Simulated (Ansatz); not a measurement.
**C2H4Ge: one species, many methods**

The task here is to estimate one member of a computed series from the others.

Program: Ansatz 0.2.0, Gaussian basis. Level of theory: functionals in def2-TZVPP, the program's frozen cores in correlated methods. These are calculated values, not measurements.

The runs, in order: LDA (SPW92), PBE-D4, revPBE-D4, BLYP-D4, r2SCAN-D4, B97M-V, PBE0-D4, B3LYP-D4, r2SCANh-D4, r2SCAN0-D4, HSE06-D4, BHLYP-D4, CAM-B3LYP-D4, LC-ωPBE, ωB97X-V, ωB97M-V, B2PLYP, PBE-QIDH; CCSD(T)/def2-SVP; CCSD(T)/def2-TZVPP; MP2/def2-QZVPP; extrapolation to the limit; RPA on PBE.

**Structure used throughout**

All runs share one geometry, relaxed beforehand with PBE0-D4 in a triple-zeta def2 set.

SMILES `C#[C][GeH3]`, 7 atoms, charge 0, spin multiplicity 1.

Atoms are counted from 1 here; the program's logs count them from 0.

Bond lengths: C1–C2 1.205 Å, C1–H4 1.066 Å, C2–Ge3 1.899 Å, Ge3–H5 1.533 Å, Ge3–H6 1.533 Å, Ge3–H7 1.533 Å. Angles: C2–C1–H4 180.0°, C1–C2–Ge3 180.0°, C2–Ge3–H5 108.7°, C2–Ge3–H6 108.7°, C2–Ge3–H7 108.7°, H5–Ge3–H6 110.3°, H5–Ge3–H7 110.3°, H6–Ge3–H7 110.3°.

The first run:

Input file in.yaml:

```yaml
crystal:
  periodic: [false, false, false]
  atoms:
    - {symbol: C, position_ang: [-0.810403, -1.833472, 0.129138]}
    - {symbol: C, position_ang: [-0.318150, -0.736746, 0.047684]}
    - {symbol: Ge, position_ang: [0.458413, 0.991597, -0.081022]}
    - {symbol: H, position_ang: [-1.245795, -2.803657, 0.201245]}
    - {symbol: H, position_ang: [0.128427, 1.576341, -1.459131]}
    - {symbol: H, position_ang: [-0.127427, 1.876385, 1.025300]}
    - {symbol: H, position_ang: [1.976136, 0.861451, 0.090987]}
basis:
  gaussian: {orbitals: def2-TZVPP}
hamiltonian: {xc: lda}
output: {orbitals: {seedname: orbitals}}
```

Among the steps run: LDA; PBE-D4 (GGA); revPBE-D4 (GGA); BLYP-D4 (GGA); r2SCAN-D4 (meta-GGA); B97M-V (meta-GGA); PBE0-D4 (hybrid); B3LYP-D4 (hybrid); r2SCANh-D4 (hybrid); r2SCAN0-D4 (hybrid); HSE06-D4 (hybrid); BHLYP-D4 (hybrid); CAM-B3LYP-D4 (range-separated); LC-ωPBE-D4 (range-separated; the results give it without D4); ωB97X-V (range-separated); ωB97M-V (range-separated); B2PLYP (double hybrid); PBE-QIDH (double hybrid).

One of the session's tables, all rows but one given; the rest of the session is left out.

It belongs to the step «Orbital energies across the functionals». 

```
  functional  HOMO (eV)  gap (eV)
 LDA (SPW92)      -7.11      6.17
      PBE-D4      -6.96      6.23
   revPBE-D4      -6.91      6.25
     BLYP-D4      -6.80      6.19
   r2SCAN-D4      -7.20      6.72
      B97M-V      -7.22      6.71
     PBE0-D4      -8.18      8.39
    B3LYP-D4      -7.93      7.91
  r2SCANh-D4      -7.66      7.52
  r2SCAN0-D4      -8.34      8.70
    HSE06-D4      -7.77      7.60
    BHLYP-D4      -9.23     10.45
CAM-B3LYP-D4          ?         ?
     LC-ωPBE     -10.98     13.48
     ωB97X-V     -10.57     12.95
     ωB97M-V     -10.43     12.66
```

**Question.** Estimate the row for CAM-B3LYP-D4.

**Answer.** HOMO (eV): -9.53; gap (eV): 10.85. In the column «HOMO (eV)» it lies between ωB97M-V (-10.43) and BHLYP-D4 (-9.23).
